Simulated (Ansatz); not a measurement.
# Pt: a slab and its surfaces, (111), 3 layers, part 2 of 2

What do the surfaces of Pt (111), 3 layers cost, and how tightly do they hold an electron? Methods of the runs shown: LAPW. Companion runs by PAW are cited. Its runs: bulk in the slab's orientation (LAPW); the reference run (LAPW); atoms relaxed (LAPW); no relativity (LAPW); vacuum of 13 Å (LAPW); Au in place of Pt in the outer layer (LAPW); Au in place of Pt in the middle layer (LAPW).

Ansatz 0.2.0; DFT PBE; a cell built from a prototype (fcc type), not taken from measurement. Earlier steps stand in the parts before.

### 6 No relativity, LAPW

The input, input.yaml:

```yaml
crystal:
  lattice:
    - [2.8080030018, 0.0, 0.0]
    - [-1.4040015009, 2.4318019335, 0.0]
    - [0.0, 0.0, 20.5854]
  atoms:
    - { symbol: Pt, position: [0.1666666667, 0.3333333333, 0.387776787] }
    - { symbol: Pt, position: [0.5, 1.0, 0.5000000007] }
    - { symbol: Pt, position: [0.8333333333, 0.6666666667, 0.612223212] }
kpoints:
  mp_grid: { grid: [13, 13, 1] }
scf:
  occupations: { method: fermi_dirac, width: 0.08 }
hamiltonian:
  xc: pbe
  pseudopotentials:
    kind: all_electron
    lapw: { basis_error: 0.001 }
    relativity: none
output:
  forces: true
  stress: true
  eigenvalues: true
efield:
  axis: 3
  amplitude: 0
  dipole_correction: true
```

Run with:

```
$ ansatz run input.yaml --threads 1 --pin off --max-ram 3584MiB --backend cpu --events-out ev --progress --plain --runs-dir out
```

Output (excerpt; [...] marks lines left out):

```text
LAPW: plane waves up to 8.298 Å⁻¹, error target 1.0e-3 eV per atom; Pt in spheres of 1.404 Å, 42 of its electrons in bands, Dirac shells []
[...]
Pseudopotentials: kind: all_electron
Pseudopotential: Pt, LAPW, valence charge 42, Schrödinger's equation, point nucleus
Functional definition: PBE
[...]
Crystal: 3 atoms, lattice volume = 140.568 Å³
Basis set: ecut = 262.32415565247976 eV, 1375 PW (Γ), exchange–correlation at level 2
Bands: 76, of which v1, the nominal top of the filled ones, is band 63 counted from 1 (62 counted from 0)
Symmetry: 6 space group operations
k-points: 21 of 169 (time reversal used)
[...]
SCF iter   1: F=—  HF=-1415125.883033 eV  |F-HF|=—  |Δ(HF+E_count)|=         —  Δρ=1.28e-2  dr2=1.16e0  ethr=9.21e-4  p=-0.000 e·Å  D=-9.72e-14 V/Å  ΔV_dip=0.00 eV  dr2_dipole=1.81e-11  V_vac-E_F(+/−)=6.44/6.44 eV  ⟨swp⟩=2.4  Hψ=9908  notcnv=0
[...]
SCF converged after 10 iterations
Free energy (F): -1415125.411789 eV
[...]
E sigma→0 (E₀):  -1415125.360088 eV
Entropy (-TS):   -0.103402 eV (-34.467 meV/atom)
Fermi energy:    5.761880 eV
Dipole field:    D = -0.000000 V/Å  (p = -0.000000 e·Å, saw-weighted, corrected)
Work function:   Φ+ = 5.1407 eV   Φ− = 5.1407 eV
Levels:          The Fermi level and band energies are counted from a zero that moves with the ramp; work functions are not
[...]
--- Forces (eV/Å), atoms counted from 1 ---
  atom   1  Pt     0.00000000    -0.00000000    -1.29601666
  atom   2  Pt     0.00000000     0.00000000     0.00001091
  atom   3  Pt    -0.00000000     0.00000000     1.29600429
[...]
--- Stress (GPa, compression-positive) ---
        6.858913       0.000000       0.000000
        0.000000       6.858913       0.000000
        0.000000       0.000000       6.825938
  P = ⅓ Tr σ = 6.8479 GPa (68.479 kbar)
--- Band table (eV; the first three rows and the last of 21) ---
[...]
```

Wall time 84 s (1 thread of Intel Xeon Platinum 8488C (Sapphire Rapids), shared host); peak memory 0.56 GiB.

This run gives: no gap; largest force 1.296 eV/Å; work function 5.14 eV.

### 7 Vacuum of 13 Å, LAPW

The input, input.yaml:

```yaml
crystal:
  lattice:
    - [2.8080030018, 0.0, 0.0]
    - [-1.4040015009, 2.4318019335, 0.0]
    - [0.0, 0.0, 17.6203]
  atoms:
    - { symbol: Pt, position: [0.1666666667, 0.3333333333, 0.368892146] }
    - { symbol: Pt, position: [0.5, 1.0, 0.5000000013] }
    - { symbol: Pt, position: [0.8333333333, 0.6666666667, 0.631107854] }
kpoints:
  mp_grid: { grid: [13, 13, 1] }
scf:
  occupations: { method: fermi_dirac, width: 0.08 }
hamiltonian:
  xc: pbe
  pseudopotentials: { kind: all_electron, lapw: { basis_error: 0.001 } }
output:
  forces: true
  stress: true
  eigenvalues: true
efield:
  axis: 3
  amplitude: 0
  dipole_correction: true
```

Run with:

```
$ ansatz run input.yaml --threads 1 --pin off --max-ram 3584MiB --backend cpu --events-out ev --progress --plain --runs-dir out
```

Output (excerpt; [...] marks lines left out):

```text
LAPW: plane waves up to 8.300 Å⁻¹, error target 1.0e-3 eV per atom; small_component_spin mean_spin; Pt in spheres of 1.404 Å, 42 of its electrons in bands, Dirac shells []
[...]
[... 3 set-up lines as earlier in the session ...]
[...]
Crystal: 3 atoms, lattice volume = 120.320 Å³
Basis set: ecut = 262.4447006205765 eV, 1199 PW (Γ), exchange–correlation at level 2
Bands: 76, of which v1, the nominal top of the filled ones, is band 63 counted from 1 (62 counted from 0)
[... 1 set-up line as earlier in the session ...]
k-points: 21 of 169 (time reversal used)
[...]
SCF converged after 10 iterations
Free energy (F): -1502870.725571 eV
[...]
E sigma→0 (E₀):  -1502870.660643 eV
Entropy (-TS):   -0.129857 eV (-43.286 meV/atom)
Fermi energy:    7.183908 eV
Dipole field:    D = -0.000000 V/Å  (p = -0.000000 e·Å, saw-weighted, corrected)
Work function:   Φ+ = 5.7629 eV   Φ− = 5.7629 eV
Levels:          The Fermi level and band energies are counted from a zero that moves with the ramp; work functions are not
[...]
--- Forces (eV/Å), atoms counted from 1 ---
  atom   1  Pt     0.00000000     0.00000000    -0.00679131
  atom   2  Pt    -0.00000000     0.00000000     0.00000075
  atom   3  Pt     0.00000000     0.00000000     0.00679015
[...]
--- Stress (GPa, compression-positive) ---
       -6.218968       0.000000       0.000000
        0.000000      -6.218968       0.000000
        0.000000       0.000000       0.042692
  P = ⅓ Tr σ = -4.1317 GPa (-41.317 kbar)
--- Band table (eV; the first three rows and the last of 21) ---
[...]
```

Run time: 74 s. Hardware: 1 thread of Intel Xeon Platinum 8488C (Sapphire Rapids), shared host; peak memory 0.55 GiB.

Read from it: no gap; largest force 0.007 eV/Å; work function 5.76 eV.

### 8 Au in place of Pt in the outer layer, LAPW

The input, input.yaml:

```yaml
crystal:
  lattice:
    - [2.8080030018, 0.0, 0.0]
    - [-1.4040015009, 2.4318019335, 0.0]
    - [0.0, 0.0, 20.5854]
  atoms:
    - { symbol: Au, position: [0.1666666667, 0.3333333333, 0.387776787] }
    - { symbol: Pt, position: [0.5, 1.0, 0.5000000007] }
    - { symbol: Pt, position: [0.8333333333, 0.6666666667, 0.612223212] }
kpoints:
  mp_grid: { grid: [13, 13, 1] }
scf:
  occupations: { method: fermi_dirac, width: 0.08 }
hamiltonian:
  xc: pbe
  pseudopotentials: { kind: all_electron, lapw: { basis_error: 0.001 } }
output:
  forces: true
  stress: true
  eigenvalues: true
efield:
  axis: 3
  amplitude: 0
  dipole_correction: true
```

Run with:

```
$ ansatz run input.yaml --threads 1 --pin off --max-ram 3584MiB --backend cpu --events-out ev --progress --plain --runs-dir out
```

Output (excerpt; [...] marks lines left out):

```text
LAPW: plane waves up to 8.323 Å⁻¹, error target 1.0e-3 eV per atom; small_component_spin mean_spin; Pt in spheres of 1.404 Å, 42 of its electrons in bands, Dirac shells []; Au in spheres of 1.404 Å, 43 of its electrons in bands, Dirac shells []
[...]
[... 1 set-up line as earlier in the session ...]
Pseudopotential: Au, LAPW, valence charge 43, Koelling and Harmon's equation, gaussian nucleus
[... 2 set-up lines as earlier in the session ...]
[...]
Crystal: 3 atoms, lattice volume = 140.568 Å³
Basis set: ecut = 263.9104757766218 eV, 1375 PW (Γ), exchange–correlation at level 2
Bands: 77, of which v1, the nominal top of the filled ones, is band 64 counted from 1 (63 counted from 0)
[... 1 set-up line as earlier in the session ...]
Space group: P3m1 (ITA 156), of the structure as read, at distance tolerance 5.2e-5 Å
[...]
SCF converged after 12 iterations
Free energy (F): -1519138.482601 eV
[...]
E sigma→0 (E₀):  -1519138.434243 eV
Entropy (-TS):   -0.096715 eV (-32.238 meV/atom)
Fermi energy:    5.477931 eV
Dipole field:    D = -0.022029 V/Å  (p = -0.017113 e·Å, saw-weighted, corrected)
Work function:   Φ+ = 5.7609 eV   Φ− = 5.3074 eV
Levels:          The Fermi level and band energies are counted from a zero that moves with the ramp; work functions are not
[...]
--- Forces (eV/Å), atoms counted from 1 ---
  atom   1  Au     0.00000000    -0.00000000    -0.69556032
  atom   2  Pt     0.00000000     0.00000000     0.53951049
  atom   3  Pt     0.00000000     0.00000000     0.15593717
[...]
--- Stress (GPa, compression-positive) ---
       -1.992543      -0.000000      -0.000000
       -0.000000      -1.992543       0.000000
       -0.000000       0.000000       2.243133
  P = ⅓ Tr σ = -0.5807 GPa (-5.807 kbar)
--- Band table (eV; the first three rows and the last of 21) ---
[...]
```

Run time: 1.7 min. Hardware: 1 thread of Intel Xeon Platinum 8488C (Sapphire Rapids), shared host; peak memory 0.62 GiB.

Read from it: no gap; largest force 0.696 eV/Å; work function 5.76 / 5.31 eV.

### 9 Au in place of Pt in the middle layer, LAPW

Changes to input.yaml since step 8:

```diff
@@ -6,4 +6,4 @@
   atoms:
-    - { symbol: Au, position: [0.1666666667, 0.3333333333, 0.387776787] }
-    - { symbol: Pt, position: [0.5, 1.0, 0.5000000007] }
+    - { symbol: Pt, position: [0.1666666667, 0.3333333333, 0.387776787] }
+    - { symbol: Au, position: [0.5, 1.0, 0.5000000007] }
     - { symbol: Pt, position: [0.8333333333, 0.6666666667, 0.612223212] }
```

Run with:

```
$ ansatz run input.yaml --threads 1 --pin off --max-ram 3584MiB --backend cpu --events-out ev --progress --plain --runs-dir out
```

Output (excerpt; [...] marks lines left out):

```text
LAPW: plane waves up to 8.323 Å⁻¹, error target 1.0e-3 eV per atom; small_component_spin mean_spin; Pt in spheres of 1.404 Å, 42 of its electrons in bands, Dirac shells []; Au in spheres of 1.404 Å, 43 of its electrons in bands, Dirac shells []
[...]
[... 4 set-up lines as earlier in the session ...]
[...]
Crystal: 3 atoms, lattice volume = 140.568 Å³
Basis set: ecut = 263.9104757766218 eV, 1375 PW (Γ), exchange–correlation at level 2
Bands: 77, of which v1, the nominal top of the filled ones, is band 64 counted from 1 (63 counted from 0)
[... 1 set-up line as earlier in the session ...]
k-points: 21 of 169 (time reversal used)
[...]
SCF converged after 10 iterations
Free energy (F): -1519138.281358 eV
[...]
E sigma→0 (E₀):  -1519138.249270 eV
Entropy (-TS):   -0.064175 eV (-21.392 meV/atom)
Fermi energy:    5.187147 eV
Dipole field:    D = -0.000000 V/Å  (p = -0.000000 e·Å, saw-weighted, corrected)
Work function:   Φ+ = 5.8613 eV   Φ− = 5.8613 eV
Levels:          The Fermi level and band energies are counted from a zero that moves with the ramp; work functions are not
[...]
--- Forces (eV/Å), atoms counted from 1 ---
  atom   1  Pt     0.00000000    -0.00000000    -0.62389673
  atom   2  Au     0.00000000    -0.00000000    -0.00000044
  atom   3  Pt    -0.00000000     0.00000000     0.62389708
[...]
--- Stress (GPa, compression-positive) ---
       -2.239417      -0.000000      -0.000000
       -0.000000      -2.239417       0.000000
        0.000000       0.000000       3.286565
  P = ⅓ Tr σ = -0.3974 GPa (-3.974 kbar)
--- Band table (eV; the first three rows and the last of 21) ---
[...]
```

Wall time 92 s (1 thread of Intel Xeon Platinum 8488C (Sapphire Rapids), shared host); peak memory 0.62 GiB.

Result: no gap; largest force 0.624 eV/Å; work function 5.86 eV.

### 10 Side by side

The PAW rows are taken from companion runs at the same settings.

| run | surface energy (J/m²) | work function (eV; upper / lower face where they differ) | gap (eV) | largest force (eV/Å) | time |
| --- | --- | --- | --- | --- | --- |
| Slab as cut, LAPW | 1.523 | 5.75 | none | 0.104 | 84 s |
| Atoms relaxed, LAPW | 1.520 | 5.76 | none | 0.007 | 1.9 min |
| No relativity, LAPW | – | 5.14 | none | 1.296 | 84 s |
| Vacuum of 13 Å, LAPW | 1.520 | 5.76 | none | 0.007 | 74 s |
| Au in place of Pt in the outer layer, LAPW | – | 5.76 / 5.31 | none | 0.696 | 1.7 min |
| Au in place of Pt in the middle layer, LAPW | – | 5.86 | none | 0.624 | 92 s |
| Slab as cut, PAW | 1.523 | 5.75 | none | 0.102 | 8.6 s |
| Atoms relaxed, PAW | 1.521 | 5.76 | none | 0.004 | 28 s |
| Vacuum of 13 Å, PAW | 1.521 | 5.76 | none | 0.004 | 6.1 s |
| Core holes in 4f of Pt, PAW | – | – | none | 0.004 | 22 s |
| Au in place of Pt in the outer layer, PAW | – | 5.76 / 5.31 | none | 0.696 | 9 s |
| Au in place of Pt in the middle layer, PAW | – | 5.86 | none | 0.622 | 8 s |

Surface energy: (F of the slab less that of as many bulk atoms) over twice the area, the bulk computed in the slab's orientation.

Core-hole binding energies as the program printed them (eV):

```tsv
atom	atoms alike	shell	binding	shift
Pt1	2	4f	71.18	0.00
Pt2	1	4f	71.40	0.22
```

### 11 Results

The summary covers parts 1 to 2.

| quantity | value |
| --- | --- |
| surface energy (LAPW, relaxed) | 1.52 J/m² |
| work function (LAPW, relaxed) | 5.76 eV |
| outer layer spacing (LAPW) | 2.29 → 2.31 Å |
| surface core-level shift by Z+1 (LAPW) | -0.20 eV |
| surface energy (PAW, relaxed) | 1.52 J/m² |
| work function (PAW, relaxed) | 5.76 eV |
| outer layer spacing (PAW) | 2.29 → 2.31 Å |
| surface core-level shift by Z+1 (PAW) | -0.20 eV |
| core-level shifts among the layers (PAW holes) | Pt1 +0.00, Pt2 +0.22 eV |

What this shows: By LAPW the surface costs 1.52 J/m² as cut and 1.52 J/m² relaxed. The outermost spacing changes by +0.8 % (LAPW). No relativity moves the work function by -0.62 eV (LAPW). Vacuum of 13 Å moves the work function by less than 0.01 eV (LAPW). Putting the next element in the outer rather than the middle layer costs -0.20 eV (LAPW); in the Z+1 picture that is the binding energy at the surface less that inside. The outermost spacing changes by +0.8 % (PAW). Thickness wasn't converged, and no reconstruction was sought. Spin-orbit coupling is left out, though the cell holds Pt; in elements this heavy it can shift bands and gaps by tenths of an eV.
